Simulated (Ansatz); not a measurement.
**Si2W: further runs on the relaxed cell**

One table from this session's results is given with a row withheld; the runs are named, their logs left out.

Program: Ansatz 0.2.0. Level of theory: DFT r2SCAN, scalar-relativistic, plane waves, PAW. These are calculated values, not measurements.

1 further run of the same task is left out (set aside as unsound or not needed).

## Starting point

Symmetry: I4/mmm, No. 139, tetragonal system. The conventional cell has a = 3.211 Å, b = 3.211 Å, c = 7.805 Å, α = 90.00°, β = 90.00°, γ = 90.00°. Si (site symmetry 4mm) has 5 Si at 2.58 to 2.63 Å and 5 W at 2.61 Å as nearest neighbours. Around W (site symmetry 4/mmm) lie 10 Si at 2.61 Å.

Coordinates:

```cif
data_structure
_symmetry_space_group_name_H-M 'P 1'
_symmetry_Int_Tables_number 1
_cell_length_a 4.5150
_cell_length_b 4.5150
_cell_length_c 4.5150
_cell_angle_alpha 138.336
_cell_angle_beta 138.336
_cell_angle_gamma 60.388
_cell_volume 40.24
loop_
_atom_site_label
_atom_site_type_symbol
_atom_site_fract_x
_atom_site_fract_y
_atom_site_fract_z
_atom_site_occupancy
Si1 Si 0.33482 0.33482 0.00000 1
Si2 Si 0.66518 0.66518 0.00000 1
W1 W 0.00000 0.00000 0.00000 1
```

It is the result of an earlier relaxation at this level (volume 13.41 Å³/atom; gap on the mesh: none (metal)).

Set-up of the first run:

Contents of input.yaml:

```yaml
crystal:
  lattice:
    - [-1.5894177284, 1.5894177284, 3.8629783434]
    - [1.5894177284, -1.5894177284, 3.8629783434]
    - [1.5894177284, 1.5894177284, -3.8629783434]
  atoms:
    - { symbol: Si, position: [0.334820736, 0.334820736, 0.0] }
    - { symbol: Si, position: [0.665179264, 0.665179264, 0.0] }
    - { symbol: W, position: [0.0, 0.0, 0.0] }
basis:
  ecutwfc: 500
kpoints:
  mp_grid: { grid: [18, 18, 18] }
hamiltonian:
  xc: r2scan
scf:
  occupations: { method: gaussian, width: 0.1 }
output:
  forces: true
  stress: true
  eigenvalues: true
relax:
  adjacent_minimum: "off"
  f_tol: 0.01
  max_steps: 30
  cell: { stress_tol: 0.1, fix: [volume] }
```

Launch:

```sh
ansatz run input.yaml --threads 1 --pin off --max-ram 2560MiB --backend cpu --events-out ev --progress --plain --runs-dir out
```

Steps of the session up to this table: Volume × 0.97; The cell scaled to 1.03 of its volume; Point at V/V0 = 0.94; Point at V/V0 = 1.06; Volume × 0.91; Volume × 1.10; Volume × 0.88.

One table of the session follows, with a row left open; its other results are not shown here.

It belongs to the step «Energy against volume». 

| volume (Å³/atom) | energy above the lowest point (meV/atom) | pressure (GPa) |
| --- | --- | --- |
| 11.805 | 175.9 | 39.20 |
| 12.207 | 93.3 | 26.93 |
| 12.609 | 39.1 | 16.48 |
| 13.012 | 9.2 | 7.58 |
| 13.414 | 0.0 | 0.00 |
| 13.817 | ? | ? |
| 14.219 | 31.6 | -11.91 |
| 14.756 | 81.9 | -17.93 |

Q: Estimate the row for volume (Å³/atom) = 13.817 from the others.

Worked estimate for «energy above the lowest point (meV/atom)». A straight line through the neighbours (13.414, 0.0) and (14.219, 31.6) gives 0.0 + (31.6 − 0.0) × (13.817 − 13.414) / (14.219 − 13.414) = 15.8; a parabola fitted to 4 rows on both sides gives 8.7.

The run gave: energy above the lowest point (meV/atom): 8.3; pressure (GPa): -6.45. In «energy above the lowest point (meV/atom)» the line misses by +7.5 and the parabola by +0.4.
